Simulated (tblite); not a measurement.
# Ge3H10O2Si: the cost of one run

Computed with tblite 0.8.0 and PySCF 2.14.0; each step states its level. No surroundings beyond the atoms listed, unless a continuum is named. Atoms count from 0, parts from 1.

## Step 1: Starting point

16 atoms, charge 0, multiplicity 1; geometry: distance geometry start.

## Step 2: Relaxing the cluster with GFN2-xTB

Job settings and geometry (Å):

```
{"job": {"kind": "relax", "xc": "GFN2-xTB", "basis": "xTB"}, "charge": 0, "multiplicity": 1}
Si    -0.210527    -0.404258    -0.122244
Ge    -2.057552    -1.791328     0.072559
O      1.185849    -1.212227    -0.611264
Ge     2.657411    -0.680965     0.263702
O     -0.623071     0.753080    -1.290493
Ge    -0.662637     2.377098    -0.506523
H     -0.026763     0.246579     1.177561
H     -2.747777    -1.540676     1.449077
H     -1.695702    -3.289968    -0.014296
H     -3.113934    -1.427258    -0.988164
H      2.665830    -1.197849     1.739330
H      3.883250    -1.317366    -0.470300
H      2.848456     0.830805     0.301272
H     -0.376721     3.414325    -1.620212
H      0.380260     2.515878     0.598102
H     -2.113900     2.644626    -0.009332
```

Method: GFN2-xTB geometry optimisation, gas phase.

Launch:

```console
$ OMP_NUM_THREADS=1 python cluster_run.py task.json out
```

The driver reads the jobs from task.json and runs them one after another.

Q: Estimate the wall time of this first job on 1 thread of Arm Neoverse N1, shared host.

About 8.3 s.
